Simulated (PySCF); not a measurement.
# [WO3(OH)]−: shape, vibrations and bonding

Aim: find the relaxed shape of [WO3(OH)]−, test it by its vibrations, and read charges and levels. The species was built from a template and needn't be a known compound.

Computed with PySCF 2.14.0. Level: B3LYP, W def2-SVP with ECP60, O def2-SVP, H def2-SVP; scalar-relativistic core potentials, no spin–orbit coupling.

2 further runs of the same task are left out: 2 for a known fault of the program. Runs told in other sessions of the task aren't counted.

## Step 1: The starting structure

6 atoms, charge -1, spin multiplicity 1.

Bond lengths: W1–O2 1.510 Å, W1–O3 1.510 Å, W1–O4 1.510 Å, W1–O5 1.795 Å, O5–H6 0.966 Å. Angles: O2–W1–O3 109.5°, O2–W1–O4 109.5°, O2–W1–O5 109.5°, O3–W1–O4 109.5°, O3–W1–O5 109.5°, O4–W1–O5 109.5°, W1–O5–H6 158.7°.

As a file:

```
W     0.0000    0.0000    0.0000
O     0.8716    0.8716    0.8716
O    -0.8716   -0.8716    0.8716
O     0.8716   -0.8716   -0.8716
O    -1.0365    1.0365   -1.0365
H    -1.6990    1.6990   -1.2703
```

Formal oxidation states: W +6.

## Step 2: SCF at the start, singlet

The input, run.py (the lines that set the calculation):

```python
mol = gto.M(atom='''
W      0.00000     0.00000     0.00000
O      0.87160     0.87160     0.87160
O     -0.87160    -0.87160     0.87160
O      0.87160    -0.87160    -0.87160
O     -1.03650     1.03650    -1.03650
H     -1.69900     1.69900    -1.27030''',
    basis={'W': 'def2-SVP', 'O': 'def2-SVP', 'H': 'def2-SVP'},
    ecp={'W': 'def2-SVP'},
    charge=-1, spin=0)
mf = dft.RKS(mol, xc='B3LYP')
mf.grids.atom_grid = (50, 194)
mf = mf.density_fit()  # fitting sets: W def2-universal-JKFIT, O def2-universal-JKFIT, H def2-universal-JKFIT
mf.conv_tol = 1e-08; mf.max_cycle = 55
mf.kernel(dm0)  # dm0: free metal ions and neutral atoms
```

Launch:

```bash
OMP_NUM_THREADS=2 python run.py
```

The log of the run:

```text
init E= -382.753786002591
  HOMO = 0.0591074585976585  LUMO = 0.202039183376087  gap/eV = 3.88937
cycle= 1 E= -367.886041512828  delta_E= 14.9  |g|= 1.58  |ddm|= 4.33
  HOMO = -0.201671093706967  LUMO = 0.0682133780550487  gap/eV = 7.34393
cycle= 2 E= -367.522856005066  delta_E= 0.363  |g|= 2.13  |ddm|= 2.71
  HOMO = -0.0668870535440676  LUMO = 0.148413596763142  gap/eV = 5.85863
cycle= 3 E= -368.31921972409  delta_E= -0.796  |g|= 0.245  |ddm|= 1.48
  HOMO = -0.0596833571516889  LUMO = 0.171204628484713  gap/eV = 6.28278
cycle= 4 E= -368.326089301933  delta_E= -0.00687  |g|= 0.176  |ddm|= 0.399
  HOMO = -0.0562074437195739  LUMO = 0.169475678769778  gap/eV = 6.14115
cycle= 5 E= -368.331402042663  delta_E= -0.00531  |g|= 0.0394  |ddm|= 0.143
  HOMO = -0.0609188195259477  LUMO = 0.169649624797497  gap/eV = 6.27409
cycle= 6 E= -368.331671721786  delta_E= -0.00027  |g|= 0.00886  |ddm|= 0.0454
  HOMO = -0.0599691022116909  LUMO = 0.169138045724374  gap/eV = 6.23432
cycle= 7 E= -368.331687875436  delta_E= -1.62e-05  |g|= 0.0024  |ddm|= 0.00908
  HOMO = -0.0599079874391495  LUMO = 0.169092732849734  gap/eV = 6.23143
cycle= 8 E= -368.3316885607  delta_E= -6.85e-07  |g|= 0.00142  |ddm|= 0.00261
  HOMO = -0.0599702328696596  LUMO = 0.169084825634247  gap/eV = 6.23291
cycle= 9 E= -368.331688929406  delta_E= -3.69e-07  |g|= 5.85e-05  |ddm|= 0.00107
  HOMO = -0.0599747404133583  LUMO = 0.169084652650199  gap/eV = 6.23302
cycle= 10 E= -368.33168892999  delta_E= -5.84e-10  |g|= 1.94e-05  |ddm|= 6.42e-05
  HOMO = -0.0599768777524479  LUMO = 0.169085915491607  gap/eV = 6.23312
Extra cycle  E= -368.331688929979  delta_E= 1.15e-11  |g|= 2.05e-05  |ddm|= 3.29e-05
converged SCF energy = -368.331688929979
```

Wall time 1.6 s (2 threads of Arm Neoverse V2, shared host); peak memory 0.41 GiB.

Read off: E = -368.331689 Eh, HOMO -1.63 eV, LUMO 4.60 eV, Mulliken charge on W1 +0.69 e. 

## Step 3: Relaxation, singlet

Steps are kept in the start's point group, Cs.

The input, run.py (the lines that set the calculation):

```python
mol = gto.M(atom='''
W      0.01747    -0.01747     0.01574
O      0.88907     0.85413     0.88734
O     -0.85413    -0.88907     0.88734
O      0.88907    -0.88907    -0.85586
O     -1.01903     1.01903    -1.02076
H     -1.68153     1.68153    -1.25456''',
    basis={'W': 'def2-SVP', 'O': 'def2-SVP', 'H': 'def2-SVP'},
    ecp={'W': 'def2-SVP'},
    charge=-1, spin=0)
mf = dft.RKS(mol, xc='B3LYP')
mf.grids.atom_grid = (50, 194)
mf = mf.density_fit()  # fitting sets: W def2-universal-JKFIT, O def2-universal-JKFIT, H def2-universal-JKFIT
mf.conv_tol = 1e-08; mf.max_cycle = 55
mf.kernel(dm0)  # dm0: an SCF of this state at this start
# quasi-Newton relaxation in Cartesian coordinates to a largest gradient under 0.00045 Eh/bohr, steps kept in the point group
```

Launch:

```bash
OMP_NUM_THREADS=2 python run.py
```

The driver keeps no SCF log for this step, only its results.

Wall time 30 s (2 threads of Arm Neoverse V2, shared host).

The steps of the relaxation:

```csv
step,energy from step 1 (eV),largest force component (eV/Å)
1,0.0000,15.2702
2,-7.8032,3.5702
3,-8.2838,0.6808
4,-8.3064,0.4924
5,-8.3383,0.4779
6,-8.3601,0.6487
7,-8.3985,0.6262
8,-8.4349,0.2272
9,-8.4351,0.7769
10,-8.4511,0.0987
11,-8.4537,0.0864
12,-8.4560,0.0557
13,-8.4561,0.0176
```

Distances of close pairs at the start and the end, largest changes first:

```csv
bond,before (Å),after (Å),change (Å)
W1–O2,1.510,1.759,+0.249
W1–O3,1.510,1.759,+0.249
W1–O4,1.510,1.758,+0.248
W1–O5,1.795,1.961,+0.165
O5–H6,0.966,0.966,+0.000
```

It ends in Cs at E = -368.642443 Eh.

```xyz
6
HO4W
W     0.0121   -0.0121   -0.0525
O     0.9454    1.0785    0.9643
O    -1.0785   -0.9454    0.9643
O     1.0756   -1.0756   -0.9620
O    -1.0443    1.0443   -1.3221
H    -1.6692    1.6692   -0.9326
```

## Step 4: The relaxed geometry turned into its symmetry frame

The input, run.py (the lines that set the calculation):

```python
mol = gto.M(atom='''
W      0.01646    -0.01646     0.01292
O      0.94977     1.07416     1.02968
O     -1.07416    -0.94977     1.02968
O      1.07997    -1.07997    -0.89660
O     -1.03996     1.03996    -1.25672
H     -1.66486     1.66486    -0.86720''',
    basis={'W': 'def2-SVP', 'O': 'def2-SVP', 'H': 'def2-SVP'},
    ecp={'W': 'def2-SVP'},
    charge=-1, spin=0)
mf = dft.RKS(mol, xc='B3LYP')
mf.grids.atom_grid = (50, 194)
mf = mf.density_fit()  # fitting sets: W def2-universal-JKFIT, O def2-universal-JKFIT, H def2-universal-JKFIT
mf.conv_tol = 1e-08; mf.max_cycle = 55
mf.kernel(dm0)  # dm0: free metal ions and neutral atoms
```

Launch:

```bash
OMP_NUM_THREADS=2 python run.py
```

The log of the run:

```text
init E= -382.295151166487
  HOMO = 0.0574295335564479  LUMO = 0.185137774861502  gap/eV = 3.47512
cycle= 1 E= -367.805234308088  delta_E= 14.5  |g|= 2.14  |ddm|= 4.04
  HOMO = -0.300517206591676  LUMO = 0.044743398467034  gap/eV = 9.39502
cycle= 2 E= -366.103455746129  delta_E=  1.7  |g|= 3.55  |ddm|= 3.69
  HOMO = -0.0800159159110923  LUMO = 0.0990761312898134  gap/eV = 4.87334
cycle= 3 E= -368.435177708926  delta_E= -2.33  |g|= 1.01  |ddm|= 2.76
  HOMO = -0.0938139246461365  LUMO = 0.140367111611476  gap/eV = 6.37239
cycle= 4 E= -368.637365846376  delta_E= -0.202  |g|= 0.17  |ddm|= 0.782
  HOMO = -0.0819795182216394  LUMO = 0.148125853428517  gap/eV = 6.26149
cycle= 5 E= -368.640723760812  delta_E= -0.00336  |g|= 0.0919  |ddm|= 0.166
  HOMO = -0.0902771902445741  LUMO = 0.146714105189684  gap/eV = 6.44886
cycle= 6 E= -368.642101671399  delta_E= -0.00138  |g|= 0.0401  |ddm|= 0.0964
  HOMO = -0.0901351076954449  LUMO = 0.146272955632994  gap/eV = 6.43299
cycle= 7 E= -368.642375312494  delta_E= -0.000274  |g|= 0.0178  |ddm|= 0.0367
  HOMO = -0.0891225746167579  LUMO = 0.146109145511057  gap/eV = 6.40098
cycle= 8 E= -368.64244312863  delta_E= -6.78e-05  |g|= 0.00127  |ddm|= 0.0141
  HOMO = -0.0891883419962327  LUMO = 0.146093776319272  gap/eV = 6.40235
cycle= 9 E= -368.642443412812  delta_E= -2.84e-07  |g|= 0.000284  |ddm|= 0.00111
  HOMO = -0.0891965719510617  LUMO = 0.146093967104799  gap/eV = 6.40258
cycle= 10 E= -368.642443427248  delta_E= -1.44e-08  |g|= 7.43e-05  |ddm|= 0.000229
  HOMO = -0.0892028905666593  LUMO = 0.146097002153476  gap/eV = 6.40284
cycle= 11 E= -368.642443428467  delta_E= -1.22e-09  |g|= 1.62e-05  |ddm|= 7.01e-05
  HOMO = -0.0892009099132512  LUMO = 0.146096297517463  gap/eV = 6.40276
Extra cycle  E= -368.642443428093  delta_E= 3.75e-10  |g|= 4.59e-05  |ddm|= 4.42e-05
converged SCF energy = -368.642443428093
```

Run time: 1 s. Hardware: 2 threads of Arm Neoverse V2, shared host.

It gives: E = -368.642443 Eh, HOMO -2.43 eV, LUMO 3.98 eV, Mulliken charge on W1 +0.85 e. 

## Step 5: Frequencies and infrared intensities

Changes to run.py (the lines that set the calculation) since step 4:

```diff
@@ -13,3 +13,4 @@
 mf = mf.density_fit()  # fitting sets: W def2-universal-JKFIT, O def2-universal-JKFIT, H def2-universal-JKFIT
-mf.conv_tol = 1e-08; mf.max_cycle = 55
-mf.kernel(dm0)  # dm0: free metal ions and neutral atoms
+mf.conv_tol = 1e-10; mf.max_cycle = 55
+mf.kernel(dm0)  # dm0: the density of the relaxed state
+# Hessian and dipole derivatives by central differences of gradients, 0.02 bohr
```

Launch:

```bash
OMP_NUM_THREADS=2 python run.py
```

The driver keeps no SCF log for this step, only its results.

Run time: 54 s. Hardware: 2 threads of Arm Neoverse V2, shared host.

Point group Cs; negative numbers are unstable modes, and those under 60 cm⁻¹ are near the numerical noise:

```csv
cm⁻¹,km/mol,symmetry
157,57.6,a''
222,5.8,a'
254,68.2,a''
274,34.5,a'
315,0.8,a''
318,5.1,a'
632,192.1,a'
688,35.9,a'
912,255.7,a''
916,259.0,a'
968,30.4,a'
3846,58.6,a'
```

## Step 6: Charges, bond orders and levels

The input, run.py (the lines that set the calculation):

```python
mol = gto.M(atom='''
W      0.01208    -0.01208    -0.05250
O      0.94539     1.07854     0.96425
O     -1.07854    -0.94539     0.96425
O      1.07559    -1.07559    -0.96202
O     -1.04434     1.04434    -1.32214
H     -1.66924     1.66924    -0.93262''',
    basis={'W': 'def2-SVP', 'O': 'def2-SVP', 'H': 'def2-SVP'},
    ecp={'W': 'def2-SVP'},
    charge=-1, spin=0)
mf = dft.RKS(mol, xc='B3LYP')
mf.grids.atom_grid = (75, 302)
mf = mf.density_fit()  # fitting sets: W def2-universal-JKFIT, O def2-universal-JKFIT, H def2-universal-JKFIT
mf.conv_tol = 1e-09; mf.max_cycle = 55
mf.kernel(dm0)  # dm0: the density of the relaxed state
```

Launch:

```bash
OMP_NUM_THREADS=2 python run.py
```

The log of the run:

```text
init E= -368.642554059788
  HOMO = -0.0892292415408839  LUMO = 0.146114048671528  gap/eV = 6.40402
cycle= 1 E= -368.642554085428  delta_E= -2.56e-08  |g|= 0.000209  |ddm|= 0.000867
  HOMO = -0.089186973675548  LUMO = 0.14611070005032  gap/eV = 6.40278
cycle= 2 E= -368.642554023769  delta_E= 6.17e-08  |g|= 0.000598  |ddm|= 0.00053
  HOMO = -0.089210212213277  LUMO = 0.146116013598599  gap/eV = 6.40355
cycle= 3 E= -368.64255409334  delta_E= -6.96e-08  |g|= 4.2e-05  |ddm|= 0.000423
  HOMO = -0.0892146978929658  LUMO = 0.146115138600913  gap/eV = 6.40365
cycle= 4 E= -368.64255409368  delta_E= -3.4e-10  |g|= 1.74e-05  |ddm|= 4.59e-05
  HOMO = -0.0892128818585536  LUMO = 0.146114236114333  gap/eV = 6.40358
Extra cycle  E= -368.642554093226  delta_E= 4.54e-10  |g|= 5.07e-05  |ddm|= 4.59e-05
converged SCF energy = -368.642554093226
```

Wall time 8.3 s (2 threads of Arm Neoverse V2, shared host).

Result: E = -368.642554 Eh, HOMO -2.43 eV, LUMO 3.98 eV, Mulliken charge on W1 +0.85 e, largest force component 0.021 eV/Å. 

Löwdin charges:

```csv
atom,value (e)
W1,0.09
O2,-0.32
O3,-0.32
O4,-0.31
O5,-0.24
H6,0.08
```

Mulliken charges: W1 +0.85, O2 -0.51, O3 -0.51, O4 -0.51, O5 -0.50, H6 +0.19 e.

Contacts (the nearest donor of each ligand) and Mayer bond orders:

```csv
contact,distance (Å),bond order
W1–O2 (O),1.759,1.96
W1–O3 (O),1.759,1.96
W1–O4 (O),1.758,1.96
W1–O5 (OH),1.961,0.98
```

Mulliken populations of W1 outside the core potential: s 2.44, p 6.49, d 4.00, f 0.22.

The fields below are evaluated on a grid from the run's orbitals.

Frontier orbitals at B3LYP, with the share of their density that lies nearest to each atom:

```csv
orbital,energy (eV),lies on
HOMO-1,-2.63,"O2, O3 about 34 % each; O4 26 %"
HOMO,-2.43,"O2, O3, O4 about 33 % each"
LUMO,3.98,"H6 38 %; O5 24 %; O2, O3 about 11 % each"
```

ELF in a plane through or near 4 of the atoms.

Ten even steps from ' ' (0.00) to '@' (0.98):
```
                                                        
                                                        
                                                        
                                                        
                                                        
                                                        
                    ......                              
                  ..........        ..::====::          
                    --++****==  ..::++%%%%%%##..        
                  ..**##--####::==**%%@@@@@@%%::        
            ::--::::++%%--****==####**@@@@##++..        
          ::==**####====****--++##--::####--..          
          --++%%%%++****--....==##%%%%%%**::            
          --**%%##..++%%**::  ..==**%%##++::            
          ::++##%%%%%%##++::    ..--====--              
          ..--**######**==..      ......                
            ..::--====--::                              
                  ....                                  
                                                        
                                                        
```
The map spans 9.3 Å across and 8.0 Å up, centred on the molecule. Atoms in the plane (x, y in Å): W1 (-0.5, 0.0), O4 (-1.5, -1.4), O5 (1.4, -0.6), H6 (2.1, 0.1).

On the surface of density 0.002 e/bohr³ the electrostatic potential runs, from the 1st to the 99th percentile, from -5.68 V near O4 to -1.88 V near H6.

## Step 7: Summary of results

```
                                              quantity                            value
                                 state and point group                      singlet, Cs
                                                 modes  157 to 3846 cm⁻¹, none unstable
strongest infrared band (modes within 1.5 cm⁻¹ summed)            916 cm⁻¹ (259 km/mol)
                                     zero-point energy                         0.589 eV
                               ideal gas, 298 K, 1 bar   S = 336.5, Cp = 90.4 J/(mol K)
                                 metal–ligand contacts                   1.76 to 1.96 Å
                                       frontier levels      HOMO -2.43 eV, LUMO 3.98 eV
                       dipole about the centre of mass                           3.25 D
                                   mean polarisability                           6.8 Å³
```

All modes are real, so the structure is a minimum. The metal carries +0.09 e by Löwdin's partition against a formal +6, and bond orders to the nearest donors reach 1.96. Both measures hang on the basis. One start shape was tried, so another isomer may lie lower. The bases are small and lack diffuse functions. Spin–orbit coupling is left out.
